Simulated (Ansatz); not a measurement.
# W: a tetragonal deformation path

The task here is to estimate one member of a computed series from the others.

The COD cell was measured well above room temperature, so it is larger than a cold one.

Program: Ansatz 0.2.0. Level of theory: DFT PBEsol, scalar-relativistic, plane waves, PAW. These are calculated values, not measurements.

## The structure to begin with

Symmetry: Im-3m, No. 229, cubic system. The conventional cell has a = 3.195 Å, b = 3.195 Å, c = 3.195 Å, α = 90.00°, β = 90.00°, γ = 90.00°. Around W (site symmetry m-3m) lie 8 W at 2.77 Å.

Coordinates:

```
W
1.0
    -1.59730    1.59730    1.59730
     1.59730   -1.59730    1.59730
     1.59730    1.59730   -1.59730
W
1
Direct
  0.00000 0.00000 0.00000
```

The cell is taken as given, not relaxed at this level.

## The reference cell

Reference values: F = -10256.5472 eV; pressure -11.41 GPa; largest force 0.000 eV/Å; gap on the mesh none (metal). It was computed beforehand with the settings of the runs below.

The first run:

At fixed volume and fractional coordinates, lengths along (0.000, 0.000, 1.000) are scaled against those across it; ρ is that ratio over its starting value.

input.yaml

```yaml
crystal:
  lattice:
    - [-1.7929988887, 1.7929988887, 1.2676502143]
    - [1.7929988887, -1.7929988887, 1.2676502143]
    - [1.7929988887, 1.7929988887, -1.2676502143]
  atoms:
    - { symbol: W, position: [0.0, 0.0, 0.0] }
basis:
  ecutwfc: 420
kpoints:
  mp_grid: { grid: [24, 24, 24] }
hamiltonian:
  xc: pbesol
scf:
  occupations: { method: gaussian, width: 0.15 }
output:
  forces: true
  stress: true
  eigenvalues: true
```

Command:

```bash
$ ansatz run input.yaml --threads 1 --pin off --max-ram 2560MiB --backend cpu --events-out ev --progress --plain --runs-dir out
```

Steps of the session up to this table: ρ = 0.707; ρ = 1.414; Point ρ = 0.850; At ρ = 1.200; Point ρ = 0.780; At ρ = 1.300; ρ = 0.920; At ρ = 1.100; Point ρ = 0.650; ρ = 1.500; ρ = 0.960; ρ = 1.050.

One of the session's tables, all rows but one given; the rest of the session is left out.

Collected from the runs (energy zero: the undisturbed cell):

```
    ρ  ΔE (meV/atom)  pressure (GPa)
0.650         1050.3            16.3
0.707          678.2             5.8
0.780          455.6            -2.6
0.850          261.8            -7.3
0.920           75.1           -10.3
0.960           18.3           -11.2
1.000            0.0           -11.4
1.050           24.3           -11.1
1.100           86.5           -10.1
1.200          255.2            -7.7
1.300          405.1            -6.2
1.414              ?               ?
1.500          447.7            -5.8
```

**Question.** Estimate the row for ρ = 1.414.

Worked estimate for «ΔE (meV/atom)». A straight line through the neighbours (1.300, 405.1) and (1.500, 447.7) gives 405.1 + (447.7 − 405.1) × (1.414 − 1.300) / (1.500 − 1.300) = 429.4; a parabola fitted to 3 rows on both sides gives 471.4.

As computed: ΔE (meV/atom): 476.5; pressure (GPa): -5.8. In «ΔE (meV/atom)» the line misses by -47.1 and the parabola by -5.1.
